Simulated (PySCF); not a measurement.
**PmF3(NH3): other functionals and bases at one geometry**

One table from this session's results is given with a row withheld; the runs are named, their logs left out.

Program: PySCF 2.14.0. Level of theory: several levels, as the steps say, no spin–orbit coupling. These are calculated values, not measurements.

1 further run of the same task is left out (for a known fault of the program).

### Starting geometry

8 atoms, charge 0, spin multiplicity 1.

Bond lengths: Pm1–F2 2.091 Å, Pm1–F3 2.091 Å, Pm1–F4 2.091 Å, Pm1–N5 2.599 Å, N5–H6 1.022 Å, N5–H7 1.022 Å, N5–H8 1.022 Å. Angles: F2–Pm1–F3 118.6°, F2–Pm1–F4 118.6°, F2–Pm1–N5 96.9°, F3–Pm1–F4 118.6°, F3–Pm1–N5 96.9°, F4–Pm1–N5 96.9°, Pm1–N5–H6 112.3°, Pm1–N5–H7 112.3°, Pm1–N5–H8 112.3°, H6–N5–H7 106.5°, H6–N5–H8 106.5°, H7–N5–H8 106.5°.

As a file:

```mol
F3H3NPm
  3D, bonds by distance, orders not assigned

  8  7  0  0  0  0  0  0  0  0999 V2000
    0.1178   -0.1178    0.1178 Pm  0  0
    1.1100    1.4325    1.1100 F   0  0
   -1.4325   -1.1100    1.1100 F   0  0
    1.1100   -1.1100   -1.4325 F   0  0
   -1.3827    1.3827   -1.3827 N   0  0
   -1.9926    1.9926   -0.8352 H   0  0
   -0.8352    1.9926   -1.9926 H   0  0
   -1.9926    0.8352   -1.9926 H   0  0
  1  2  8  0
  1  3  8  0
  1  4  8  0
  1  5  8  0
  5  6  8  0
  5  7  8  0
  5  8  8  0
M  END
```

Formal oxidation states: Pm +3. Each metal's 4 4f electrons lie in its core potential, so multiplicities, spins and levels count the valence alone. An earlier session relaxed this geometry at PBE0, Pm lcecp-1-SVP with ECP50, F def2-SVP, N def2-SVP, H def2-SVP (singlet, point group C3v).

At PBE0 on the finer grid: E = -389.854816 Eh, HOMO -9.21 eV, LUMO -0.80 eV, Mulliken charge on Pm1 +1.20 e, largest force component 0.012 eV/Å. 

Levels to run: M06-L; revPBE; PBE0, TZVP. Hardware: 2 threads of Arm Neoverse V1, shared host.

Set-up of the first run:

Input file run.py (the lines that set the calculation):

```python
mol = gto.M(atom='''
Pm     0.11781    -0.11781     0.11781
F      1.10998     1.43254     1.10998
F     -1.43254    -1.10998     1.10998
F      1.10998    -1.10998    -1.43254
N     -1.38268     1.38268    -1.38268
H     -1.99262     1.99262    -0.83522
H     -0.83522     1.99262    -1.99262
H     -1.99262     0.83522    -1.99262''',
    basis={'Pm': 'lcecp-1-SVP', 'F': 'def2-SVP', 'N': 'def2-SVP', 'H': 'def2-SVP'},
    ecp={'Pm': 'lcecp-1-SVP'},
    charge=0, spin=0)
mf = dft.RKS(mol, xc='M06L')
mf.grids.atom_grid = (75, 302)  # f atoms: unpruned, at least (60, 302)
mf = mf.density_fit()  # fitting sets: Pm AutoAux, F def2-universal-JKFIT, N def2-universal-JKFIT, H def2-universal-JKFIT
mf.conv_tol = 1e-08; mf.max_cycle = 55
mf.kernel(dm0)  # dm0: the density of the relaxed state
```

Launch:

```bash
> OMP_NUM_THREADS=2 python run.py
```

Among the steps run: M06-L; revPBE; PBE0, TZVP.

One table of the session follows, with a row left open; its other results are not shown here.

```
              level  HOMO (eV)  gap (eV)  charge on Pm1 (e)  dipole (D)  largest force component (eV/Å)
PBE0 (relaxed here)      -9.21      8.41               1.20        5.69                            0.01
              M06-L          ?         ?                  ?           ?                               ?
             revPBE      -7.20      5.76               0.99        5.56                            0.27
         PBE0, TZVP      -9.41      8.42               1.62        5.65                            0.22
```

**Question.** Estimate the row for M06-L.

**Answer.** HOMO (eV): -7.55; gap (eV): 6.88; charge on Pm1 (e): 1.34; dipole (D): 5.53; largest force component (eV/Å): 0.19. In the column «HOMO (eV)» it lies between PBE0 (relaxed here) (-9.21) and revPBE (-7.20).

In one basis the HOMO–LUMO gap runs from 5.76 eV (revPBE) to 8.41 eV (PBE0). The largest leftover force, 0.27 eV/Å with revPBE, stands at a geometry relaxed at another level. With 4f in the core, its levels are missing from HOMO and gap, and its count is fixed, so no charge can pass from the ligands into it. Total energies of different levels can't be compared.
